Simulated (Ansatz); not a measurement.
Here is an Ansatz 0.2.0 calculation.

Contents of input.yaml:

```yaml
crystal:
  lattice:
    - [4.806367, 0.0, 0.0]
    - [0.0, 4.806367, 0.0]
    - [0.0, 0.0, 4.806367]
  atoms:
    - { symbol: Sb, position: [0.5, 0.5, 0.0] }
    - { symbol: Sb, position: [0.0, 0.5, 0.5] }
    - { symbol: Sb, position: [0.5, 0.0, 0.5] }
    - { symbol: In, position: [0.0, 0.0, 0.0] }
hamiltonian:
  xc: pbe
  pseudopotentials: { kind: nc, source: spms }
kpoints:
  mp_grid: { grid: [6, 6, 6] }
scf:
  occupations: { method: fermi_dirac, width: 0.05 }
output:
  forces: true
  stress: true
  eigenvalues: true
relax:
  f_tol: 0.01
  max_steps: 40
  cell: { stress_tol: 0.05 }
```

Potentials or basis: SPMS NC.

The run is started by

```bash
$ ansatz run input.yaml --threads 2 --pin off --max-ram 5632MiB --backend cpu --events-out ev --progress --plain --runs-dir out
```

Estimate the relaxed volume.

27.86 Å³/atom.

Predict the space group after relaxing (to 0.05 Å).

Pm-3m (No. 221).

Final structure:
```
CELL_PARAMETERS angstrom
4.81215 0.00000 0.00000
0.00000 4.81215 0.00000
0.00000 0.00000 4.81215
ATOMIC_POSITIONS crystal
Sb 0.50000 0.50000 0.00000
Sb 0.00000 0.50000 0.50000
Sb 0.50000 0.00000 0.50000
In 0.00000 0.00000 0.00000
```

Caveat: the pressure holds a Pulay correction of +0.4 GPa for the finite cutoff. Spin-orbit coupling is left out, which matters for the levels of Sb.
